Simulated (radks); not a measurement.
# Pr³⁺ in [Xe] 4f2: an all-electron calculation

What are the levels of the praseodymium ion Pr3+, how large are its shells, and how does its energy divide?

The numbers are computed with radks (a radial shooting solver on a logarithmic mesh, Libxc functionals) version 1 (Dirac Kohn-Sham, exchange-only PBE, spin-unpolarised, spherical densities, finite nucleus; open shells are shared between the two j in proportion to 2j + 1), except any that are marked as measured or tabulated.

**1. The system**

```
element            : praseodymium (Z = 59)
charge             : +3
electrons          : 56
configuration      : [Xe] 4f2
nuclear rms radius : 4.8919 fm
```

The outer shells:

Pr³⁺
```
[Xe] core
4f [↑ ][↑ ][  ][  ][  ][  ][  ]
```

**2. The calculation**

The run's settings:

```text
Z 59
configuration [Xe] 4f2 6s0 5d0
relativity Dirac
functional pbe,
spin unpolarised
j_filling average
nucleus finite rms 4.8919 fm
c 137.035999084
```

**Question.** What will this run give?

The runs gave:

| quantity | value |
| --- | --- |
| total energy | -9237.6091 hartree |
| exchange-correlation share of it | 2.30 % |
| −T/E | 1.0759 |
| highest occupied level | 4f7/2, -28.232 eV |
| most extended occupied level | 5p3/2, <r> = 1.71 bohr |
| radius at density 0.001 e/bohr³ | 3.45 bohr |
| maxima of the radial density | 4 |
| ionisation energy, NIST | 38.98 (semi-emp.) eV |

5 principal shells are occupied and 4 maxima appear in the radial density; where shells overlap, one shows as a shoulder or not at all. −T/E is 1.076: with relativity the kinetic term as defined here no longer equals −E. The top level binds by 28.232 eV, 72 % of the NIST ionisation energy of 38.98 eV; the potential of a semilocal functional falls off too fast, so its top eigenvalue is too shallow. Spin polarisation and multiplet splitting are left out. Sharing an open shell by 2j + 1 raises it above the true ground level by a part of the spin-orbit splitting, which enters the differences from NIST.
